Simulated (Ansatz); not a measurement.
Crystal: NaLaMnMoO6.

```
Na La Mn Mo O
1.0
     5.10934   -0.00669    0.01056
    -0.23945    5.68925    0.00703
    -0.92899   -2.82542    5.11884
Na La Mn Mo O
1 1 1 1 6
Direct
  0.40776 0.38086 0.07519
  0.03690 0.66325 0.68598
  0.44271 0.04268 0.40638
  0.90251 0.96387 0.30442
  0.73627 0.69569 0.99417
  0.72288 0.91846 0.55299
  0.70112 0.27368 0.37292
  0.19224 0.75325 0.36660
  0.17926 0.03365 0.11672
  0.20034 0.27462 0.63197
```

The cell was built by a generator and needn't be a form met in nature.

| Property | Result |
| --- | --- |
| Program | Ansatz 0.2.0 |
| Task | relaxation of cell and atoms |
| Functional | PBEsol |
| Dispersion | D3(BJ) |
| Potentials or basis | Ansatz PAW |
| Cutoff | 420 eV (not typed: the program's choice for these potentials) |
| k mesh | 4 × 4 × 4 |
| Occupations | fermi-dirac, width 0.05 eV |
| Spin | collinear spin, ferromagnetic start |
| Starting moments | [0.0, 0.0, 4.0, 1.0, 0.0, 0.0, 0.0, 0.0, 0.0, 0.0] μB |

At the start: volume 14.90 Å³/atom.

**Question.** Where does the relaxation end?

**Answer.** It ends after 18 steps and the volume is 13.42 Å³/atom (-9.9 %); space group P1 (No. 1, to 0.05 Å); moment 3.00 μB per cell.

Step by step:
```
step  energy change (eV)  largest force (eV/Å)  volume (Å³)
   1              0.0000                0.3564       148.95
   2             -0.1217                0.7848       138.12
   3             -0.1922                0.1823       140.52
   4             -0.2094                0.1239       139.52
   5             -0.2351                0.1599       136.70
   6             -0.2428                0.0861       135.82
   7             -0.2456                0.1283       135.38
   8             -0.2473                0.0554       135.42
   9             -0.2472                0.0355       135.53
  10             -0.2474                0.0119       135.51
  11             -0.2205                0.0118       135.51
  12             -0.2254                0.0467       134.46
  13             -0.2262                0.0160       134.34
  14             -0.2264                0.0132       134.30
  15             -0.2264                0.0056       134.30
  16             -0.2222                0.0055       134.30
  17             -0.2228                0.0054       134.15
  18             -0.2222                0.0054       134.15
```

Final structure:
```xyz
10
Lattice="4.9468 -0.0312 -0.0758 -0.2595 5.5081 0.0456 -0.9719 -2.6990 4.9194" Properties=species:S:1:pos:R:3 pbc="T T T"
Na    1.9610    1.9172    0.4327
La   -0.4684    1.7948    3.4548
Mn    1.7606   -0.8920    2.0024
Mo    3.8595    4.4684    1.4293
O     2.3701    1.2767    4.7137
O     2.7911    3.4165    2.6552
O     3.0320    0.5030    1.8973
O     0.3646    3.1177    1.6525
O     0.7114   -0.0056    0.6232
O     0.3094   -0.3626    3.1976
```

Caveat: the plane-wave basis is chosen anew once the cell has moved, so the energies of steps on either side of that aren't comparable; the pressure holds a Pulay correction of +0.6 GPa for the finite cutoff; a cell with one magnetic atom can't hold antiferromagnetic order, which such compounds often take; the PAW data sets come from PBE, with cores solved anew for the run's functional, which leaves a small shift of forces and pressure; the starting moments weren't kept.
